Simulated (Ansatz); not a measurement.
Working through a short molecular-dynamics run of C2H2BrN, SMILES N#CCBr

Program: Ansatz 0.2.0, Python API.

Contents of `c2h2brn.xyz`:
```text
6

N     0.50390   -2.02640    0.86090
C     0.25730   -0.92080    0.42480
C     0.00860    0.43120   -0.10750
Br   -1.50600    0.53450   -1.17380
H     0.86140    0.74370   -0.76090
H    -0.08310    1.17380    0.71040
```

Run as a notebook:

```python
from dataclasses import dataclass

import ansatz as az
import numpy as np


@dataclass(frozen=True)
class Settings:
    basis: str = "def2-SVP"
    xc: str = "B3LYP"
    n_steps: int = 20
    temperature_k: int = 300
```

```python
opts = Settings()
```

```python
geometry = az.Crystal.molecule_from_extxyz("c2h2brn.xyz")
```

```python
calculation = (
    geometry.calculation()
    .basis(gaussian=opts.basis)
    .functional(opts.xc)
    .accuracy("high")
    .scf(lower_state_search="off")
    .md("nvt_langevin", timestep=0.5, steps=opts.n_steps, temperature=opts.temperature_k, initial_velocities="maxwell_boltzmann", seed=82, friction=0.01)
)
frames = []
calculation.session().plan().execute(on_event=lambda e: frames.append(e["data"]) if e["event"] == "md_step" else None)
print("t (fs)   E_pot (eV)      E_kin (eV)   T (K)   d(0-1) (A)")
for f in frames[::2]:
    xyz = np.array(f["positions_ang"])
    print(f"{f['time_fs']:6.2f} {f['lagrangian_ev']:14.5f} {f['e_kin_ev']:10.5f} {f['temperature_k']:8.1f} {np.linalg.norm(xyz[0] - xyz[1]):9.4f}")
print("mean temperature", round(float(np.mean([f["temperature_k"] for f in frames])), 1), "K")
```

    t (fs)   E_pot (eV)      E_kin (eV)   T (K)   d(0-1) (A)
      0.00   -73631.30643    0.19389    250.0    1.2138
      1.00   -73631.34193    0.23186    299.0    1.2041
      2.00   -73631.37784    0.25595    330.0    1.1886
      3.00   -73631.40298    0.29960    386.3    1.1701
      4.00   -73631.42371    0.31329    403.9    1.1512
      5.00   -73631.42485    0.33851    436.5    1.1342
      6.00   -73631.39185    0.31966    412.2    1.1225
      7.00   -73631.36805    0.26425    340.7    1.1203
      8.00   -73631.40559    0.29312    377.9    1.1263
      9.00   -73631.49928    0.35278    454.9    1.1384
     10.00   -73631.57072    0.41153    530.6    1.1536
    mean temperature 384.9 K

Notes:
- The settings weren't tested for convergence.
- The trajectory is only some femtoseconds long, so its temperature is not equilibrated; where the script doesn't relax first, it starts from a rough generated geometry.
- b3lyp holds the VWN-RPA fit, as in Gaussian; the form of ORCA and Turbomole is b3lyp5.
- The printed temperature counts all 3N degrees of freedom under Langevin dynamics, so the first row lies under the target.
- Hardware and time: 2.2 min on 1 thread of Arm Neoverse V1 (shared host), peak memory 0.32 GiB.

(Lines on the test bed's own set-up are left out of the output.)
